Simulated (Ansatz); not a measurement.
# CH5GaS2: small, medium and large basis sets

The task here is to estimate one member of a computed series from the others.

Computed with Ansatz 0.2.0, Gaussian basis. Level: one geometry, several basis sets.

Levels to be run: PBE0-D4/def2-SVP; ωB97M-V/def2-SVP; PBE0-D4/def2-QZVPP; ωB97M-V/def2-QZVPP; the functionals' def2-TZVPP values are taken from earlier runs.

## The relaxed structure

An earlier PBE0-D4 in a triple-zeta def2 set relaxation fixed the geometry.

SMILES `[CH3][Ga]([SH])[SH]`, 9 atoms, charge 0, spin multiplicity 1.

Atoms are counted from 1 here; the program's logs count them from 0.

Bond lengths: C1–Ga2 1.955 Å, C1–H5 1.092 Å, C1–H6 1.092 Å, C1–H7 1.090 Å, Ga2–S3 2.203 Å, Ga2–S4 2.207 Å, S3–H8 1.343 Å, S4–H9 1.343 Å. Angles: Ga2–C1–H5 109.8°, Ga2–C1–H6 110.1°, Ga2–C1–H7 110.9°, H5–C1–H6 108.1°, H5–C1–H7 108.9°, H6–C1–H7 109.0°, C1–Ga2–S3 121.5°, C1–Ga2–S4 123.6°, S3–Ga2–S4 114.9°, Ga2–S3–H8 94.7°, Ga2–S4–H9 94.1°.

Set-up of the first run:

in.yaml reads:

```yaml
crystal:
  periodic: [false, false, false]
  atoms:
    - {symbol: C, position_ang: [0.096139, 1.157377, -0.965677]}
    - {symbol: Ga, position_ang: [0.148490, -0.398470, 0.217696]}
    - {symbol: S, position_ang: [1.846550, -1.802116, 0.200163]}
    - {symbol: S, position_ang: [-1.452988, -0.895921, 1.652557]}
    - {symbol: H, position_ang: [-0.738164, 1.062976, -1.663892]}
    - {symbol: H, position_ang: [-0.051929, 2.068031, -0.382149]}
    - {symbol: H, position_ang: [1.022511, 1.245898, -1.533580]}
    - {symbol: H, position_ang: [1.339237, -2.601556, 1.152680]}
    - {symbol: H, position_ang: [-2.209845, 0.163781, 1.322191]}
basis:
  gaussian: {orbitals: def2-SVP}
hamiltonian: {xc: pbe0, dispersion: d4}
output: {orbitals: {seedname: orbitals}}
```

Started as:

```
$ ansatz run in.yaml --threads 4 --pin off --events-out ev --progress --plain --max-ram 10444MiB
```

Among the steps run: PBE0-D4 in def2-SVP; ωB97M-V in def2-SVP; PBE0-D4 in def2-QZVPP; ωB97M-V in def2-QZVPP.

One table of the session follows, with a row left open; its other results are not shown here.

It belongs to the step «Density functionals: the series». 

| functional | basis | HOMO (eV) |
| --- | --- | --- |
| PBE0-D4 | def2-SVP | -7.21 |
| PBE0-D4 | def2-TZVPP | -7.37 |
| PBE0-D4 | def2-QZVPP | -7.39 |
| ωB97M-V | def2-SVP | -9.33 |
| ωB97M-V | def2-TZVPP | ? |
| ωB97M-V | def2-QZVPP | -9.56 |

**Question.** Estimate the row for ωB97M-V, def2-TZVPP.

**Answer.** HOMO (eV): -9.52. In the column «HOMO (eV)» it lies between ωB97M-V, def2-QZVPP (-9.56) and ωB97M-V, def2-SVP (-9.33).
